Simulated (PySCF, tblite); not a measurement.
# C5H12BN: geometry, infrared bands and NMR shifts

Wanted: the infrared bands and NMR shifts of C5H12BN (`NB1CCCCC1`), by calculation.

The runs use tblite 0.8.0 and PySCF 2.14.0, with density-fitted response routines of our own; the level of theory stands in each step. All values are computed, except where a source is named. Atoms are numbered from 0 throughout.

### Step 1. The starting structure

19 atoms, charge 0, multiplicity 1; geometry from: force field or distance geometry start.

Bonds of the start (Å): N0–B1 1.54, B1–C2 1.59, C2–C3 1.53, C3–C4 1.50, C4–C5 1.52, C5–C6 1.53, C6–B1 1.60, N0–H7 1.06, N0–H8 1.04, C2–H9 1.10, C2–H10 1.13, C3–H11 1.10, C3–H12 1.13, C4–H13 1.09, C4–H14 1.12, C5–H15 1.10, C5–H16 1.12, C6–H17 1.11, C6–H18 1.10.

### Step 2. Optimising the geometry with GFN2-xTB

Job settings and geometry (Å):

```
{"job": {"kind": "relax", "xc": "GFN2-xTB", "basis": "xTB"}, "charge": 0, "multiplicity": 1}
N      1.730500    -1.157700     1.065700
B      0.908900    -0.835600    -0.202100
C     -0.559600    -1.424500    -0.310500
C     -1.444700    -0.402200     0.413700
C     -1.290200     0.884000    -0.341900
C      0.043900     1.456900     0.091800
C      1.072400     0.667700    -0.719000
H      2.058500    -0.249500     1.507900
H      2.555200    -1.696800     0.730200
H     -0.672500    -2.430400     0.113600
H     -0.893200    -1.396900    -1.387900
H     -2.494200    -0.735600     0.498700
H     -0.964800    -0.232000     1.420500
H     -2.121800     1.579100    -0.211500
H     -1.146400     0.598700    -1.412700
H      0.091200     2.535900    -0.102500
H      0.214300     1.208700     1.169800
H      0.801500     0.622600    -1.794400
H      2.101300     1.016700    -0.537100
```

Command:

```sh
OMP_NUM_THREADS=1 python probes_run.py task.json out
```

This one command runs all jobs of the session in turn.

**Question.** This job is followed by: GFN2-xTB harmonic vibrations, gas phase; GIAO PBE0/pcSseg-1 NMR shielding, non-relativistic, gas phase. What will the session give for the following? strongest single infrared mode (GFN2-xTB); zero-point energy (GFN2-xTB); ¹³C shifts against TMS (PBE0/pcSseg-1, means over atoms taken as alike); ¹H shifts against TMS (PBE0/pcSseg-1, means over atoms taken as alike); ¹⁵N shifts against NH3 (PBE0/pcSseg-1); ¹¹B shifts against BF3·OEt2 (PBE0/pcSseg-1).

The runs gave:

| quantity | value |
| --- | --- |
| strongest single infrared mode (GFN2-xTB) | 612 cm⁻¹, 207 km/mol |
| zero-point energy (GFN2-xTB) | 106.5 kcal/mol |
| ¹³C shifts against TMS (PBE0/pcSseg-1, means over atoms taken as alike) | 32.3, 30.6, 21.3 ppm |
| ¹H shifts against TMS (PBE0/pcSseg-1, means over atoms taken as alike) | 3.74, 1.62, 1.49, 0.80 ppm |
| ¹⁵N shifts against NH3 (PBE0/pcSseg-1) | 104.7 ppm |
| ¹¹B shifts against BF3·OEt2 (PBE0/pcSseg-1) | 43.3 ppm |

**Reading.** The optimisation took 96 steps and gained 1.948 eV; among the close pairs (by a distance rule), N0–B1 changed most, from 1.545 to 1.383 Å. All 51 modes are real, so the xTB geometry is a minimum. The strongest single mode, at 612 cm⁻¹, moves mainly H7 and H8. Unscaled tight-binding wavenumbers are off by several per cent, some by more. Its intensities can rank the bands wrongly. At PBE0/pcSseg-1: Shielding is most anisotropic at N0 (span 130 ppm, paramagnetic term -151 ppm).
